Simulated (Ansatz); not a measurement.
# AlH3IN (SMILES [NH2][AlH][I]): a rigid scan of the bond length Al2–H6

The task here is to estimate one member of a computed series from the others.

Computed with Ansatz 0.2.0, Gaussian basis. Level: single points in def2-TZVPP.

Levels: PBE-D4, r2SCAN-D4, PBE0-D4, B3LYP-D4, wB97M-V, Hartree-Fock, MP2, CCSD, CCSD(T). The scan takes 1.415, 1.447, 1.493, 1.547, 1.607, 1.671, 1.740, 1.812, 1.887 Å.

Correlated methods freeze the cores. Filled d shells of the heavier atoms are correlated. Core potentials replace the inner electrons past krypton, and spin-orbit coupling is left out. B3LYP uses VWN-RPA correlation.

27 further runs of the same task are left out: 27 set aside as unsound or not needed.

**Starting geometry**

The minimum, relaxed at PBE0-D4: SMILES `[NH2][AlH][I]`, 6 atoms, charge 0, spin multiplicity 1.

Atoms are counted from 1 here; the program's logs count them from 0.

Bond lengths: N1–Al2 1.757 Å, N1–H4 1.007 Å, N1–H5 1.007 Å, Al2–I3 2.475 Å, Al2–H6 1.572 Å. Angles: Al2–N1–H4 124.4°, Al2–N1–H5 124.9°, H4–N1–H5 110.8°, N1–Al2–I3 117.3°, N1–Al2–H6 121.5°, I3–Al2–H6 121.3°.

Coordinates:

```
N    -0.62259    0.29958   -0.75512
Al    0.39805    0.00245    0.64376
I     1.57838   -2.17060    0.74464
H    -1.15004    1.14468   -0.90492
H    -0.76106   -0.34708   -1.51449
H     0.55724    1.07100    1.78613
```

Energies of the minimum (eV), from earlier single points: PBE-D4 -16234.47574, r2SCAN-D4 -16242.03416, PBE0-D4 -16235.96115, B3LYP-D4 -16243.92003, wB97M-V -16238.82754, CCSD(T) -16210.15026.

At the minimum the bond length Al2–H6 is 1.572 Å.

Set-up of the first run:

Input file ccsdt-tzvpp/in.yaml:

```yaml
crystal:
  periodic: [false, false, false]
  atoms:
    - {symbol: N, position_ang: [-0.622586, 0.299579, -0.755122]}
    - {symbol: Al, position_ang: [0.398054, 0.002446, 0.643756]}
    - {symbol: I, position_ang: [1.578385, -2.170604, 0.744636]}
    - {symbol: H, position_ang: [-1.150040, 1.144678, -0.904922]}
    - {symbol: H, position_ang: [-0.761057, -0.347085, -1.514491]}
    - {symbol: H, position_ang: [0.541316, 0.964086, 1.671837]}
basis:
  gaussian: {orbitals: def2-TZVPP}
correlation: {method: ccsd_t}
```

The command line of these runs was not kept.

Among the steps run: Al2–H6 = 1.415 Å; Al2–H6 = 1.447 Å; Al2–H6 = 1.493 Å; Al2–H6 = 1.547 Å; Al2–H6 = 1.607 Å; Al2–H6 = 1.671 Å; Al2–H6 = 1.740 Å; Al2–H6 = 1.812 Å; Al2–H6 = 1.887 Å.

One table of the session follows, with a row left open; its other results are not shown here.

Energies less that of the minimum at the same level (eV):

| bond length (Å) | PBE-D4 | PBE0-D4 | B3LYP-D4 | wB97M-V | Hartree-Fock |
| --- | --- | --- | --- | --- | --- |
| 1.415 | 0.229 | 0.211 | 0.194 | 0.185 | 0.200 |
| 1.447 | 0.142 | 0.127 | 0.114 | 0.106 | 0.117 |
| 1.493 | 0.057 | 0.047 | 0.039 | 0.034 | 0.039 |
| 1.547 | ? | ? | ? | ? | ? |
| 1.572 (minimum) | 0.000 | 0.000 | 0.000 | 0.000 | 0.000 |
| 1.607 | 0.004 | 0.008 | 0.011 | 0.014 | 0.013 |
| 1.671 | 0.047 | 0.061 | 0.068 | 0.077 | 0.076 |
| 1.740 | 0.134 | 0.159 | 0.170 | 0.186 | 0.189 |
| 1.812 | 0.257 | 0.295 | 0.307 | 0.335 | 0.345 |
| 1.887 | 0.407 | 0.460 | 0.468 | 0.517 | 0.536 |

Q: Estimate the row for bond length (Å) = 1.547 from the others.

As computed: PBE-D4: 0.007; PBE0-D4: 0.004; B3LYP-D4: 0.002; wB97M-V: 0.000; Hartree-Fock: 0.001.

Limits of these values: A polynomial through the near points puts the CCSD(T) minimum 0.005 Å below the PBE0-D4 value.
